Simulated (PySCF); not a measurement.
# Bi3 (Bi32+): the cost of one run

Computed with PySCF 2.14.0. Level: TPSS, Bi def2-SVP with ECP60; scalar-relativistic core potentials, no spin–orbit coupling.

4 further runs of the same task are left out: 2 for a known fault of the program, 1 that didn't finish, 1 set aside as unsound or not needed.

**1. Where the work starts**

3 atoms, charge 2, spin multiplicity 2.

Bond lengths: Bi1–Bi2 2.915 Å, Bi1–Bi3 2.915 Å, Bi2–Bi3 3.189 Å. Angles: Bi2–Bi1–Bi3 66.3°, Bi1–Bi2–Bi3 56.8°, Bi1–Bi3–Bi2 56.8°.

As a file:

```xyz
3

Bi    1.6270    0.0000    0.0000
Bi   -0.8135    1.5946    0.0000
Bi   -0.8135   -1.5946    0.0000
```

An earlier session relaxed this geometry at TPSS, Bi def2-SVP with ECP60 (doublet, point group C2v).

Its energy there is -643.097219 Eh.

**2. Atoms moved at random, σ = 0.06 Å**

The input, run.py (the lines that set the calculation):

```python
mol = gto.M(atom='''
Bi     1.59267    -0.06464     0.04193
Bi    -0.71585     1.63464    -0.04161
Bi    -0.87682    -1.57001    -0.00031''',
    basis={'Bi': 'def2-SVP'},
    ecp={'Bi': 'def2-SVP'},
    charge=2, spin=1)
mf = dft.UKS(mol, xc='TPSS')
mf.grids.atom_grid = (50, 194)
mf = mf.density_fit()  # fitting sets: Bi def2-universal-JKFIT
mf.conv_tol = 1e-08; mf.max_cycle = 55
mf.kernel(dm0)  # dm0: the density of the relaxed state
```

Launch:

```console
> OMP_NUM_THREADS=2 python run.py
```

**Question.** How long does this run take on 2 threads of Arm Neoverse V1, shared host?

About 5.6 s.
